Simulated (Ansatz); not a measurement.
# BCl2HS: the cost of one run

Computed with Ansatz 0.2.0 through its Python package. Level of theory: r2SCAN0/cc-pVDZ.

## 1. The structure

Bond lengths: S1–B2 1.822 Å, B2–Cl3 1.811 Å, B2–Cl4 1.803 Å, S1–H5 1.423 Å. Angles: S1–B2–Cl3 119.0°, S1–B2–Cl4 122.6°, Cl3–B2–Cl4 118.4°, B2–S1–H5 94.1°.

The script holds or builds the structure itself.

## 2. The code

File torsion_bcl2hs.py:

```python
"""Rigid torsion scan of BCl2HS."""

import warnings

import ansatz
from ase import Atoms


def main() -> None:
    warnings.simplefilter("ignore", ansatz.DeckWarning)

    atoms = Atoms(["S", "B", "Cl", "Cl", "H"], positions=[
        (-0.7612, 1.1888, 0.3443),
        (0.0211, -0.4499, 0.1976),
        (1.5923, -0.7508, 1.0459),
        (-0.6757, -1.7717, -0.8115),
        (-0.1266, 1.71, -0.8177),
    ])

    # start the scan from a relaxed geometry
    first = ansatz.Crystal.molecule_from_ase(atoms).calculation()
    first = first.basis(gaussian="cc-pVDZ").functional("r2scan0")
    first = first.relax(force_tolerance=0.02, max_steps=80)
    atoms.positions = first.run(threads=1, backend="cpu").report["positions_ang"]

    start = atoms.get_dihedral(2, 1, 0, 4)
    energies = {}
    for turn in range(0, 360, 30):
        turned = atoms.copy()
        turned.set_dihedral(2, 1, 0, 4, start + turn, indices=[0, 4])
        setup = (
            ansatz.Crystal.molecule_from_ase(turned).calculation()
            .basis(gaussian="cc-pVDZ")  # the orbital basis, by name
            .functional("r2scan0")
        )
        energies[round((start + turn) % 360)] = setup.run(threads=1, backend="cpu").report["free_energy_ev"]
    floor = min(energies.values())
    print("dihedral Cl2-B1-S0-H4 (deg)   E - E(min) (kcal/mol)")
    for angle, e in sorted(energies.items()):
        print(f"{angle:8d} {23.060548 * (e - floor):14.3f}  " + "#" * int(30 * (e - floor) / max(max(energies.values()) - floor, 1e-9)))


if __name__ == "__main__":
    main()
```

## 3. The calls as engine input

The package turns the script's settings into the engine's input (first run):

```yaml
crystal:
  periodic: [false, false, false]
  atoms:
    - { symbol: S, position_ang: [-0.7612, 1.1888, 0.3443] }
    - { symbol: B, position_ang: [0.0211, -0.4499, 0.1976] }
    - { symbol: Cl, position_ang: [1.5923, -0.7508, 1.0459] }
    - { symbol: Cl, position_ang: [-0.6757, -1.7717, -0.8115] }
    - { symbol: H, position_ang: [-0.1266, 1.71, -0.8177] }
basis:
  gaussian:
    orbitals: cc-pVDZ
hamiltonian:
  xc: r2scan0
relax:
  f_tol: 0.02
  max_steps: 80
```

## 4. Launch

Started as:

```sh
python torsion_bcl2hs.py
```

Q: Estimate wall time and peak memory on 1 thread of Arm Neoverse V2, shared host.

About 2 min, with a peak of 0.24 GiB.
